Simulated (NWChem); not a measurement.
# BN2H5O (SMILES NB(N)O): levels of theory compared

Wanted: a comparison of 6 runs (HF/STO-3G, HF/3-21G, PBE/3-21G, B3LYP/6-31G*, PBE/cc-pVTZ) of BN2H5O. 

Program for the calculation: NWChem 7.3.0.

## (1) The molecule

BN2H5O: 9 atoms, total charge 0, spin state singlet. As SMILES, `NB(N)O`. Geometry: relaxed at PBE0-D4/def2-TZVP.

Bond lengths: N1–B2 1.423 Å, B2–N3 1.415 Å, B2–O4 1.383 Å, N1–H5 1.003 Å, N1–H6 1.003 Å, N3–H7 1.003 Å, N3–H8 1.002 Å, O4–H9 0.957 Å. Angles: N1–B2–N3 121.8°, N1–B2–O4 121.9°, N3–B2–O4 116.3°, B2–N1–H5 123.7°, B2–N1–H6 123.0°, B2–N3–H7 121.0°, B2–N3–H8 124.5°, B2–O4–H9 113.8°, H5–N1–H6 113.3°, H7–N3–H8 114.5°.

## (2) Energy and forces at HF/STO-3G (run 1)

mol.xyz reads:

```xyz
9
BH5N2O gradient
N     -0.441600     0.751400    -0.892900
B     -0.082800    -0.088000     0.198400
N      1.187800    -0.706100     0.277100
O     -0.955400    -0.345100     1.240700
H     -1.333400     1.201500    -0.978200
H      0.177000     0.949400    -1.657000
H      1.428400    -1.295400     1.052100
H      1.910600    -0.605300    -0.408900
H     -1.802000     0.091400     1.151700
```

mol.nw reads:

```
start mol
title "BH5N2O gradient"
memory stack 880 mb heap 220 mb global 1100 mb

geometry units angstrom noautosym nocenter noautoz
  load mol.xyz
end

basis spherical bse
  * library STO-3G
end

scf
  thresh 1e-08
  maxiter 80
end

task scf gradient
```

On the command line:

```sh
$ nwchem mol.nw > mol.out
```

The log of the run:

```text
[...]
  functions       =    25
[...]
  wavefunction    = RHF
[...]
         Total SCF energy =   -208.722100909085
      One-electron energy =   -519.553502164839
      Two-electron energy =    193.829237046378
 Nuclear repulsion energy =    117.002164209376
        Time for solution =      0.8s
[...]
                         RHF ENERGY GRADIENTS
    atom               coordinates                        gradient
                 x          y          z           x          y          z
   1 N      -0.834503   1.419940  -1.687336   -0.008052   0.013191  -0.015464
   2 B      -0.156469  -0.166296   0.374922    0.010694  -0.002447  -0.003785
   3 N       2.244617  -1.334336   0.523643    0.020215  -0.009306   0.000366
   4 O      -1.805444  -0.652144   2.344583   -0.038123   0.018507  -0.002207
   5 H      -2.519761   2.270506  -1.848530    0.011700  -0.006086   0.001384
   6 H       0.334481   1.794106  -3.131276   -0.007162  -0.002891   0.009836
   7 H       2.699285  -2.447951   1.988181   -0.004917   0.007580  -0.008637
   8 H       3.610510  -1.143851  -0.772709   -0.010137  -0.000939   0.008837
   9 H      -3.405286   0.172721   2.176397    0.025782  -0.017609   0.009671
[...]
```

Run time: 1.6 s. Hardware: 1 thread of AMD EPYC 9R14 (Zen 4), shared host; peak memory 0.1 GiB.

## (3) Energy and forces at HF/3-21G (run 2)

job.nw reads:

```
start job
memory stack 880 mb heap 220 mb global 1100 mb

geometry units angstrom noautosym nocenter noautoz
 N       -0.441600       0.751400      -0.892900
 B       -0.082800      -0.088000       0.198400
 N        1.187800      -0.706100       0.277100
 O       -0.955400      -0.345100       1.240700
 H       -1.333400       1.201500      -0.978200
 H        0.177000       0.949400      -1.657000
 H        1.428400      -1.295400       1.052100
 H        1.910600      -0.605300      -0.408900
 H       -1.802000       0.091400       1.151700
end

basis spherical bse
 * library 3-21G
end

scf
 thresh 1e-08
 maxiter 80
 noprint "final vectors analysis"
end

task scf gradient
```

On the command line:

```sh
$ nwchem job.nw > job.out
```

The log of the run:

```text
[...]
  functions       =    46
[...]
  wavefunction    = RHF
[...]
         Total SCF energy =   -210.339063244738
      One-electron energy =   -519.783714837440
      Two-electron energy =    192.442487383326
 Nuclear repulsion energy =    117.002164209376
        Time for solution =      0.9s
[...]
                         RHF ENERGY GRADIENTS
    atom               coordinates                        gradient
                 x          y          z           x          y          z
   1 N      -0.834503   1.419940  -1.687336    0.004870  -0.008592   0.010427
   2 B      -0.156469  -0.166296   0.374922   -0.013792   0.003463   0.004343
   3 N       2.244617  -1.334336   0.523643   -0.012746   0.005479   0.000445
   4 O      -1.805444  -0.652144   2.344583    0.009053  -0.000388  -0.005911
   5 H      -2.519761   2.270506  -1.848530   -0.002824   0.001278  -0.000071
   6 H       0.334481   1.794106  -3.131276    0.001871   0.001425  -0.003673
   7 H       2.699285  -2.447951   1.988181    0.001907  -0.002695   0.002949
   8 H       3.610510  -1.143851  -0.772709    0.002760   0.000208  -0.002369
   9 H      -3.405286   0.172721   2.176397    0.008901  -0.000179  -0.006139
[...]
```

Wall time 1.7 s (1 thread of AMD EPYC 9R14 (Zen 4), shared host); peak memory 0.1 GiB.

Runs 3 to 5 aren't shown in full; the table further down has their settings and results.

## (4) Energy and gradient at PBE/cc-pVTZ (run 6)

bh5n2o.xyz reads:

```xyz
9
BH5N2O gradient
N     -0.441600     0.751400    -0.892900
B     -0.082800    -0.088000     0.198400
N      1.187800    -0.706100     0.277100
O     -0.955400    -0.345100     1.240700
H     -1.333400     1.201500    -0.978200
H      0.177000     0.949400    -1.657000
H      1.428400    -1.295400     1.052100
H      1.910600    -0.605300    -0.408900
H     -1.802000     0.091400     1.151700
```

bh5n2o.nw reads:

```
start bh5n2o
title "BH5N2O gradient"
memory total 2200 mb

geometry noautosym nocenter noautoz
  load bh5n2o.xyz
end

basis spherical bse
  * library cc-pVTZ
end

dft
  xc xpbe96 cpbe96
  mult 1
  grid fine
  convergence energy 1e-08
  iterations 100
  mulliken
end

task dft gradient
```

On the command line:

```sh
$ nwchem bh5n2o.nw > bh5n2o.out
```

The log of the run:

```text
[...]
          Wavefunction type:  closed shell.
          No. of atoms     :     9
          No. of electrons :    32
[...]
          Charge           :     0
          Spin multiplicity:     1
[...]
          AO basis - number of functions:   190
[...]
              XC Information
              --------------
          PerdewBurkeErnzerhof Exchange Functional  1.000
            Perdew 1991 LDA Correlation Functional  1.000 local
           PerdewBurkeErnz. Correlation Functional  1.000 non-local
[...]
 d= 0,ls=0.0,diis     1   -212.4510020079 -3.29D+02  6.00D-03  1.08D+00     8.5
[...]
 d= 0,ls=0.0,diis    10   -212.5510681727 -4.63D-09  1.60D-07  4.38D-09    74.3
         Total DFT energy =     -212.551068172670
      One electron energy =     -521.487869841695
           Coulomb energy =      220.153036073489
    Exchange-Corr. energy =      -28.218398613840
 Nuclear repulsion energy =      117.002164209376
[...]
      Total Density - Mulliken Population Analysis
     ---------------------------------------------
    Atom       Charge   Shell Charges
 -----------   ------   -------------------------------------------------------
    1 N    7     7.26   1.95  0.21  0.86  0.38  1.09  1.80  0.96  0.00  0.01  0.00
    2 B    5     4.90   1.98  0.15  0.61  0.14  0.73  0.80  0.21  0.10  0.15  0.03
    3 N    7     7.26   1.95  0.21  0.86  0.38  1.09  1.80  0.95  0.00  0.01  0.00
    4 O    8     8.28   1.94  0.25  0.97  0.51  1.32  2.09  1.17  0.00  0.02  0.00
    5 H    1     0.88   0.27  0.44  0.09  0.02  0.05  0.01
    6 H    1     0.87   0.27  0.44  0.09  0.02  0.05  0.01
    7 H    1     0.86   0.27  0.43  0.09  0.02  0.05  0.01
    8 H    1     0.88   0.27  0.44  0.09  0.02  0.05  0.01
    9 H    1     0.82   0.27  0.39  0.06  0.02  0.07  0.01
[...]
  wavefunction    = closed shell
                         DFT ENERGY GRADIENTS
    atom               coordinates                        gradient
                 x          y          z           x          y          z
   1 N      -0.834503   1.419940  -1.687336   -0.000414   0.000159   0.000004
   2 B      -0.156469  -0.166296   0.374922    0.000072  -0.001491   0.002362
   3 N       2.244617  -1.334336   0.523643   -0.000597   0.000308  -0.000087
   4 O      -1.805444  -0.652144   2.344583   -0.002212   0.006723  -0.009191
   5 H      -2.519761   2.270506  -1.848530    0.006106  -0.003185   0.000753
   6 H       0.334481   1.794106  -3.131276   -0.004059  -0.001622   0.005536
   7 H       2.699285  -2.447951   1.988181   -0.001965   0.004027  -0.005064
   8 H       3.610510  -1.143851  -0.772709   -0.005055  -0.000506   0.004476
   9 H      -3.405286   0.172721   2.176397    0.008123  -0.004412   0.001212
[...]
```

It took 1.7 min on 1 thread of AMD EPYC 9R14 (Zen 4), shared host; peak memory 0.14 GiB.

## (5) Overview of the runs

| run | level | iteration cap | module | energy (Eh) | dipole moment (D) | HOMO energy (eV) | LUMO energy (eV) | wall time |
| --- | --- | --- | --- | --- | --- | --- | --- | --- |
| 1 | HF/STO-3G | 80 | scf | -208.722101 | 1.58 | -8.12 | 11.87 | 1.6 s |
| 2 | HF/3-21G | 80 | scf | -210.339063 | 2.28 | – | – | 1.7 s |
| 3 | PBE/3-21G | 100 | dft | -211.281337 | 2.02 | -4.31 | 1.99 | 12 s |
| 4 | B3LYP/6-31G* (spherical functions) | 100 | dft | -212.703843 | 1.87 | -5.99 | 1.90 | 18 s |
| 5 | B3LYP/6-31G* (Cartesian functions) | 100 | dft | -212.707522 | 1.87 | – | – | 19 s |
| 6 | PBE/cc-pVTZ | 100 | dft | -212.551068 | 1.74 | -5.24 | 0.13 | 1.7 min |

## (6) Results

```
                       quantity          value
            run 6: total energy  -212.55107 Eh
           run 6: dipole moment         1.74 D
             run 6: HOMO energy       -5.24 eV
             run 6: LUMO energy        0.13 eV
           run 6: HOMO–LUMO gap        5.37 eV
run 6: largest force on an atom     0.597 eV/Å
```

What this shows: The dipole moment (its size) runs from 1.58 D (HF/STO-3G) to 2.28 D (HF/3-21G). Over runs 1, 3, 4, 6 the HOMO–LUMO gap runs from 5.37 eV (PBE/cc-pVTZ) to 19.99 eV (HF/STO-3G). The two ends differ in method and basis. Totals of different functionals can't be ranked against each other. In run 1 the basis is minimal, so the values are rough. All runs together took 2.6 min, the longest 1.7 min.
